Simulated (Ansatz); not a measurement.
# TaHCl (sextet): wave-function methods side by side, def2-TZVPP

The task here is to estimate one member of a computed series from the others.

Computed with Ansatz 0.2.0, Gaussian basis. Level: def2-TZVPP, core rule «outside noble gas», up to 9 orbitals frozen.

To be run: UHF; ROHF; CCSD(T) on UHF.

## The geometry

The geometry is a PBE0/def2-TZVP stationary point (not a proven minimum) of the parent state, kept for this charge and spin. No spin-orbit coupling is included. Elements past krypton take def2 core potentials.

3 atoms, charge 0, spin multiplicity 6.

Atoms are counted from 1 here; the program's logs count them from 0.

Bond lengths: Ta1–Cl2 2.311 Å, Ta1–H3 1.863 Å. Angles: Cl2–Ta1–H3 180.0°.

Set-up of the first run:

Input file in.yaml:

```yaml
crystal:
  periodic: [false, false, false]
  atoms:
    - {symbol: Ta, position_ang: [0.000000, 0.000000, 0.149600]}
    - {symbol: Cl, position_ang: [0.000000, 0.000000, -2.161700]}
    - {symbol: H, position_ang: [0.000000, 0.000000, 2.012100]}
basis:
  gaussian: {orbitals: def2-TZVPP}
magnetization: {spin_polarized: true, initial_magnetization: 5}
hamiltonian: {xc: hf}
output: {orbitals: {seedname: orbitals}}
```

The run is started by

```sh
$ ansatz run in.yaml --threads 1 --pin off --events-out ev --progress --plain --max-ram 4096MiB --backend cpu
```

Steps of the session up to this table: UHF; ROHF; CCSD(T) on UHF.

One table of the session follows, with a row left open; its other results are not shown here.

```
  method  from UCCSD(T) (kcal/mol)
    ROHF                   +191.46
     UHF                         ?
    UMP2                    +22.58
   UCCSD                     +8.06
UCCSD(T)                         0
```

Estimate the missing values for UHF.

**Answer.** from UCCSD(T) (kcal/mol): +187.97. In the column «from UCCSD(T) (kcal/mol)» it lies between UMP2 (+22.58) and ROHF (+191.46).
